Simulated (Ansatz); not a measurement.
# BeRh4W: one candidate structure

Where does BeRh4W go from the start given, HoCdCu4 type (F-43m, No. 216)?

Program: Ansatz 0.2.0. Level of theory: DFT PBE, scalar-relativistic, plane waves, PAW. These are calculated values, not measurements.

## Step 1: The structure to begin with

It takes space group F-43m (No. 216, cubic). Conventional cell: a = 6.541 Å, b = 6.541 Å, c = 6.541 Å, α = 90.00°, β = 90.00°, γ = 90.00°. Be (site symmetry -43m) has 12 Rh at 2.71 Å and 4 W at 2.83 Å in its first shell of neighbours. Rh (site symmetry 3m) is surrounded by 6 Rh at 2.30 to 2.33 Å and 3 Be at 2.71 Å and 3 W at 2.71 Å. W (site symmetry -43m) is surrounded by 12 Rh at 2.71 Å and 4 Be at 2.83 Å.

Structure file:

```xyz
6
Lattice="0.0000 3.2704 3.2704 3.2704 0.0000 3.2704 3.2704 3.2704 0.0000" Properties=species:S:1:pos:R:3 pbc="T T T"
Be    0.0000    0.0000    0.0000
Rh    2.4478    4.0931    2.4478
Rh    2.4478    2.4478    4.0931
Rh    4.0931    4.0931    4.0931
Rh    4.0931    2.4478    2.4478
W     1.6352    1.6352    1.6352
```

(A quick probe on a coarse mesh, which set the mesh and smearing, is not shown.)

## Step 3: A loose first relaxation

Contents of input.yaml:

```yaml
crystal:
  lattice:
    - [0.0, 3.2704313751, 3.2704313751]
    - [3.2704313751, 0.0, 3.2704313751]
    - [3.2704313751, 3.2704313751, 0.0]
  atoms:
    - { symbol: Be, position: [0.0, 0.0, 0.0] }
    - { symbol: Rh, position: [0.62577, 0.12269, 0.62577] }
    - { symbol: Rh, position: [0.62577, 0.62577, 0.12269] }
    - { symbol: Rh, position: [0.62577, 0.62577, 0.62577] }
    - { symbol: Rh, position: [0.12269, 0.62577, 0.62577] }
    - { symbol: W, position: [0.25, 0.25, 0.25] }
basis:
  ecutwfc: 420
kpoints:
  mp_grid: { grid: [4, 4, 4] }
hamiltonian:
  xc: pbe
scf:
  occupations: { method: gaussian, width: 0.1 }
  lower_state_search: "off"
output:
  forces: true
  stress: true
  eigenvalues: true
relax:
  adjacent_minimum: "off"
  f_tol: 0.04
  max_steps: 70
  cell: { stress_tol: 0.4 }
```

Command:

```bash
$ ansatz run input.yaml --threads 1 --pin off --max-ram 2560MiB --backend cpu --events-out ev --progress --plain --runs-dir out
```

Further runs follow: relaxing cell and atoms.

Q: Predict the outcome of this session.

The runs gave:

Formation energies count from the elements, computed with the same settings in runs not shown here.

```
                          quantity                                                                      value
               cell (conventional)  a = 7.079 Å, b = 7.079 Å, c = 7.079 Å, α = 90.00°, β = 90.00°, γ = 90.00°
                       space group                                                            F-43m (No. 216)
                            volume                                                              14.78 Å³/atom
                   gap on the mesh                                                               none (metal)
formation energy from the elements                                                             +0.353 eV/atom
```

**Reading.** The space group stayed F-43m, and from the first guess the volume went from 11.66 to 14.78 Å³/atom. The formation energy of +0.35 eV/atom is positive, so the elements lie lower than this structure; another structure of the compound can lie lower. Spin-orbit coupling is left out for W.
